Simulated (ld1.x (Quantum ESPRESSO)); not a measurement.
# How the rcutus of the p waves shapes a PAW potential for Cu, part 3 of 3

Aim: generate and test one potential in full, then change the rcutus of the p waves and see what happens to hardness, ghosts and transferability.

ld1.x (Quantum ESPRESSO) 7.5; first potential LDA (PZ), scalar-relativistic. Earlier steps stand in the parts before.

## 6. Variant: rcutus of the p waves (bohr) = 0.74

Contents of Cu.in:

```
 &input
   title='Cu', zed=29., rel=1, dft='PZ', iswitch=3,
   config='[Ar] 3d10 4s1 4p0',
   nld=3, rlderiv=1.30, eminld=-10.0, emaxld=5.0, deld=0.04
 /
 &inputp
   pseudotype=3, lpaw=.true., tm=.true., lloc=-1, rcloc=0.90,
   nlcc=.false.,
   which_augfun='BESSEL', rmatch_augfun=0.60,
   file_pseudopw='Cu.UPF', file_wfcaegen='ae.wfc', file_wfcncgen='nc.wfc', file_beta='beta', file_chi='chi', file_wfcusgen='us.wfc'
 /
6
3S  1  0   2.00   0.00  0.95  1.20  0.0
4S  2  0   1.00   0.00  0.95  1.20  0.0
3P  2  1   6.00   0.00  0.70  0.74  0.0
4P  3  1   0.00   0.00  0.70  0.74  0.0
3D  3  2  10.00   0.00  0.80  1.05  0.0
3D  3  2   0.00   0.95  0.80  1.05  0.0
 &test
   configts(1)='3s2 3p6 3d10 4s1 4p0'
 /
```

Command:

```bash
$ ld1.x < Cu.in > Cu.out
```

The output, Cu.out (without the banner and most projector matrices):

```text
     Program LD1 v.7.5
     [... all-electron run as in step 2 ...]


     --------------------- Generating PAW atomic setup --------------------

      Generating local potential from pseudized AE potential:
      Matching radius rcloc =   0.9000

      Local pseudo, rcloc= 0.889 Estimated cut-off energy=    31.55 Ry

      Computing core charge for PAW:

       r > 0.33 : true rho core
       r < 0.33 : rho core = a sin(br)/r    a=  75.53  b=   7.97

      Integrated core pseudo-charge :   4.29
      Wfc-us  3S rcutus= 1.200  Estimated cut-off energy=    37.61 Ry
      Wfc-us  4S rcutus= 1.200  Estimated cut-off energy=    76.79 Ry
      Wfc-us  3P rcutus= 0.747  Estimated cut-off energy=   139.15 Ry
      Wfc-us  4P rcutus= 0.747  Estimated cut-off energy=   153.60 Ry
      Wfc-us  3D rcutus= 1.059  Estimated cut-off energy=   101.93 Ry
      Wfc-us  3D rcutus= 1.059  Estimated cut-off energy=   110.25 Ry

     Required augmentation: BESSEL   radius:    0.600000
     Suggested rho cutoff for augmentation: 272.49 Ry

     Estimated PAW energy = -481.375982 Ryd

     The PAW screened D coefficients
    11.44043     5.59010     0.00000     0.00000     0.00000     0.00000
     5.59010     2.10844     0.00000     0.00000     0.00000     0.00000
     0.00000     0.00000     1.58742     0.18786     0.00000     0.00000
     0.00000     0.00000     0.18786     0.02255     0.00000     0.00000
     0.00000     0.00000     0.00000     0.00000    -1.73614    -1.07255
     0.00000     0.00000     0.00000     0.00000    -1.07255    -0.64662

     The PAW descreened D coefficients (US)
     3.43114    -1.67070     0.00000     0.00000     0.00000     0.00000
    -1.67070    -1.43537     0.00000     0.00000     0.00000     0.00000
     0.00000     0.00000    -0.99992    -0.12732     0.00000     0.00000
     0.00000     0.00000    -0.12732    -0.01586     0.00000     0.00000
     0.00000     0.00000     0.00000     0.00000     7.97593     5.72293
     0.00000     0.00000     0.00000     0.00000     5.72293     4.10160

     ------------------- End of pseudopotential generation -------------------

     [... all-electron run as in step 2 ...]


     Computing logarithmic derivative in   1.30209
     Computing logarithmic derivative in   1.30209
     Computing the partial wave expansion
     R is outside the sphere for l=    0 j= 0.00
     R is outside the sphere for l=    0 j= 0.00
     R is outside the sphere for l=    1 j= 0.00
     R is outside the sphere for l=    1 j= 0.00
     R is outside the sphere for l=    2 j= 0.00
     R is outside the sphere for l=    2 j= 0.00

     ---------------------- Testing the pseudopotential ----------------------

     Cu
     scalar relativistic calculation

     atomic number is 29.00   valence charge is 19.00
     dft = SLA  PZ   NOGX NOGC   lsd =0 sic =0 latt =0  beta=0.20 tr2=1.0E-14
     mesh =1199 r(mesh) = 100.25372 xmin = -7.00 dx = 0.01250

     n l     nl             e AE (Ry)        e PS (Ry)    De AE-PS (Ry)
     1 0     3S   1( 2.00)       -8.38991       -8.38995        0.00004
     2 1     3P   1( 6.00)       -5.29424       -5.29436        0.00012
     3 2     3D   1(10.00)       -0.39133       -0.39138        0.00005
     2 0     4S   1( 1.00)       -0.35756       -0.35758        0.00002
     3 1     4P   1( 0.00)       -0.05769       -0.05772        0.00003

     eps = 9.3E-15  iter =  7

     Etot =   -3304.518170 Ry,   -1652.259085 Ha,  -44960.260135 eV
     Etotps =  -481.376436 Ry,    -240.688218 Ha,   -6549.460060 eV

     Ekin =     439.486927 Ry,     219.743464 Ha,    5979.524265 eV
     Encl =   -1144.293905 Ry,    -572.146953 Ha,  -15568.911714 eV
     Ehrt =     353.224738 Ry,     176.612369 Ha,    4805.867392 eV
     Ecxc =    -129.794196 Ry,     -64.897098 Ha,   -1765.940002 eV

     ---------------------- End of pseudopotential test ----------------------
```

Run time: 1.6 s. Hardware: 1 thread, shared host. This counts the later configuration tests of the new file too.

The test run was repeated on this file; only its results are given.

Excitation and ionisation energies from 3s2 3p6 3d10 4s1 4p0, with the error of the potential. Spin-polarised rows fill open shells by Hund's rule and count from the unpolarised reference.

| valence configuration | charge | ΔE all-electron (eV) | error AE − PS (meV) |
| --- | --- | --- | --- |
| 3s2 3p6 3d10 4s0 4p0 | +1 | 8.434 | -0.9 |
| 3s2 3p6 3d9 4s0 4p0 | +2 | 30.121 | -2.4 |
| 3s2 3p6 3d8 4s0 4p0 | +3 | 69.485 | -4.0 |
| 3s2 3p5 3d10 4s1 4p0 | +1 | 79.465 | -34 |
| 3s2 3p6 3d9 4s1 4p1 | 0 | 6.934 | +0.1 |
| 3s2 3p6 3d7 4s0 4p0 | +4 | 129.516 | -3.6 |
| 3s2 3p6 3d9 4s2 4p0 | 0 | 2.003 | +0.9 |
| 3s2 3p6 3d10 4s1 4p0 (spin-polarised) | 0 | -0.184 | +0.1 |
| 3s2 3p6 3d9 4s0 4p0 (spin-polarised) | +2 | 29.879 | -2.0 |

Against the first potential, the loose cutoff is 160 Ry, the largest test error stays at -34 meV, there is no bound ghost and the overlap operator is now positive definite.

## 7. Changed: rcutus of the p waves (bohr) = 1.62

Cu.in, as its differences from that of step 6:

```diff
@@ -3,3 +3,3 @@
    config='[Ar] 3d10 4s1 4p0',
-   nld=3, rlderiv=1.30, eminld=-10.0, emaxld=5.0, deld=0.04
+   nld=3, rlderiv=1.75, eminld=-10.0, emaxld=5.0, deld=0.04
  /
@@ -14,4 +14,4 @@
 4S  2  0   1.00   0.00  0.95  1.20  0.0
-3P  2  1   6.00   0.00  0.70  0.74  0.0
-4P  3  1   0.00   0.00  0.70  0.74  0.0
+3P  2  1   6.00   0.00  1.05  1.62  0.0
+4P  3  1   0.00   0.00  1.05  1.62  0.0
 3D  3  2  10.00   0.00  0.80  1.05  0.0
```

Command:

```bash
$ ld1.x < Cu.in > Cu.out
```

Output in Cu.out (without the banner and most projector matrices):

```text
     Program LD1 v.7.5
     [... all-electron run as in step 2 ...]


     --------------------- Generating PAW atomic setup --------------------

      Generating local potential from pseudized AE potential:
      Matching radius rcloc =   0.9000

      Local pseudo, rcloc= 0.889 Estimated cut-off energy=    31.55 Ry

      Computing core charge for PAW:

       r > 0.33 : true rho core
       r < 0.33 : rho core = a sin(br)/r    a=  75.53  b=   7.97

      Integrated core pseudo-charge :   4.29
      Wfc-us  3S rcutus= 1.200  Estimated cut-off energy=    37.61 Ry
      Wfc-us  4S rcutus= 1.200  Estimated cut-off energy=    76.79 Ry
      Wfc-us  3P rcutus= 1.620  Estimated cut-off energy=    33.32 Ry
      Wfc-us  4P rcutus= 1.620  Estimated cut-off energy=    63.13 Ry
      Wfc-us  3D rcutus= 1.059  Estimated cut-off energy=   101.93 Ry
      Wfc-us  3D rcutus= 1.059  Estimated cut-off energy=   110.25 Ry

     Required augmentation: BESSEL   radius:    0.600000
     Suggested rho cutoff for augmentation: 272.49 Ry

     Estimated PAW energy = -481.375982 Ryd

     The PAW screened D coefficients
    11.44043     5.59010     0.00000     0.00000     0.00000     0.00000
     5.59010     2.10844     0.00000     0.00000     0.00000     0.00000
     0.00000     0.00000    -3.91633     0.85457     0.00000     0.00000
     0.00000     0.00000     0.85457     0.41838     0.00000     0.00000
     0.00000     0.00000     0.00000     0.00000    -1.73614    -1.07255
     0.00000     0.00000     0.00000     0.00000    -1.07255    -0.64662

     The PAW descreened D coefficients (US)
     5.31413    -1.65629     0.00000     0.00000     0.00000     0.00000
    -1.65629    -1.50602     0.00000     0.00000     0.00000     0.00000
     0.00000     0.00000    31.94713    -4.24131     0.00000     0.00000
     0.00000     0.00000    -4.24131    -5.38091     0.00000     0.00000
     0.00000     0.00000     0.00000     0.00000    10.36589     7.36785
     0.00000     0.00000     0.00000     0.00000     7.36785     5.23532

     ------------------- End of pseudopotential generation -------------------

     [... all-electron run as in step 2 ...]


     Computing logarithmic derivative in   1.75764
     Computing logarithmic derivative in   1.75764
     Computing the partial wave expansion
     R is outside the sphere for l=    0 j= 0.00
     R is outside the sphere for l=    0 j= 0.00
     R is outside the sphere for l=    1 j= 0.00
     R is outside the sphere for l=    1 j= 0.00
     R is outside the sphere for l=    2 j= 0.00
     R is outside the sphere for l=    2 j= 0.00

     ---------------------- Testing the pseudopotential ----------------------

     Cu
     scalar relativistic calculation

     atomic number is 29.00   valence charge is 19.00
     dft = SLA  PZ   NOGX NOGC   lsd =0 sic =0 latt =0  beta=0.20 tr2=1.0E-14
     mesh =1199 r(mesh) = 100.25372 xmin = -7.00 dx = 0.01250

     n l     nl             e AE (Ry)        e PS (Ry)    De AE-PS (Ry)
     1 0     3S   1( 2.00)       -8.38991       -8.38994        0.00004
     2 1     3P   1( 6.00)       -5.29424       -5.29428        0.00004
     3 2     3D   1(10.00)       -0.39133       -0.39138        0.00005
     2 0     4S   1( 1.00)       -0.35756       -0.35758        0.00002
     3 1     4P   1( 0.00)       -0.05769       -0.05773        0.00003

     eps = 1.4E-15  iter = 10

     Etot =   -3304.518170 Ry,   -1652.259085 Ha,  -44960.260135 eV
     Etotps =  -481.376004 Ry,    -240.688002 Ha,   -6549.454186 eV

     Ekin =     439.488921 Ry,     219.744461 Ha,    5979.551391 eV
     Encl =   -1144.295508 Ry,    -572.147754 Ha,  -15568.933521 eV
     Ehrt =     353.224834 Ry,     176.612417 Ha,    4805.868696 eV
     Ecxc =    -129.794251 Ry,     -64.897126 Ha,   -1765.940752 eV

     ---------------------- End of pseudopotential test ----------------------
```

It took 1.9 s on 1 thread, shared host. (Generation and the later configuration tests together.)

The new file went through the configuration test as well (its log is not shown).

Excitation and ionisation energies from 3s2 3p6 3d10 4s1 4p0, with the error of the potential. Spin-polarised rows fill open shells by Hund's rule and count from the unpolarised reference. A star marks tests that logged a warning.

| valence configuration | charge | ΔE all-electron (eV) | error AE − PS (meV) |
| --- | --- | --- | --- |
| 3s2 3p6 3d10 4s0 4p0 | +1 | 8.434 | -5.8 |
| 3s2 3p6 3d9 4s0 4p0 | +2 | 30.121 | -29 |
| 3s2 3p6 3d8 4s0 4p0 | +3 | 69.485 | -361 |
| 3s2 3p5 3d10 4s1 4p0 | +1 | 79.465 | -35 |
| 3s2 3p6 3d9 4s1 4p1 | 0 | 6.934 | +29 |
| 3s2 3p6 3d7 4s0 4p0 * | +4 | 129.516 | -1512 |
| 3s2 3p6 3d9 4s2 4p0 | 0 | 2.003 | -53 |
| 3s2 3p6 3d10 4s1 4p0 (spin-polarised) | 0 | -0.184 | 0.0 |
| 3s2 3p6 3d9 4s0 4p0 (spin-polarised) | +2 | 29.879 | -29 |

Against the first potential, the largest test error goes from -34 to -1512 meV and the overlap operator is still not positive definite.

## 8. Results

This closing draws on all 3 parts.

Cutoffs, loose and tight: the cutoffs (Ry, on a coarse ladder) from which the occupation-weighted sum of valence levels, in a spherical-Bessel basis at the reference potential, stays within 10 and 1 mRy of its value at 400 Ry; empty and scattering waves don't count. Test errors are all-electron less pseudo. The phase difference is the largest within 1 Ry of zero, over the channels with partial waves. A dash means not determined. The table holds 4 more runs of the series, not printed above.

| rcutus of the p waves (bohr) | outcome | cutoff, loose | cutoff, tight | bound ghosts | largest test error (meV) | phase difference near zero (rad) | lowest overlap eigenvalue (Bessel basis) |
| --- | --- | --- | --- | --- | --- | --- | --- |
| 0.74 | generated | 160 Ry | 260 Ry | none | -34 | 0.000 | 0.044 |
| 0.94 | generated | 140 Ry | 230 Ry | none | -34 | 0.000 | 0.044 |
| 1.1 (first) | generated, overlap not positive | – | – | not determined | -34 | 0.000 | -0.454 |
| 1.14 | generated, overlap not positive | – | – | not determined | -35 | 0.000 | -0.605 |
| 1.22 | generated, overlap not positive | – | – | not determined | +44 | 0.000 | -1.060 |
| 1.42 | generated, overlap not positive | – | – | not determined | none usable | 0.001 | -2.176 |
| 1.62 | generated, overlap not positive | – | – | not determined | -1512 | 0.000 | -3.428 |

**Reading.** The loose cutoff is 160 Ry at 0.74 and 140 Ry at 0.94. As the rcutus of the p waves grows from 0.74 to 1.62, the largest test error rises from 34 meV to 1512 meV. Runs with unsolved tests are left out of that trend. The overlap operator is not positive at 1.1, 1.14, 1.22, 1.42, 1.62.

The first potential by itself. The overlap operator is not positive definite in p, so a plane-wave run would break down once the basis is large enough. The worst unpolarised test, 3s2 3p5 3d10 4s1 4p0, is off by 34 meV on 79.5 eV; by total energies transferability rates as fair. That test lies far up in energy; among those under 40 eV, nearer to bonding, the largest error is 2.3 meV. No cutoffs are read.
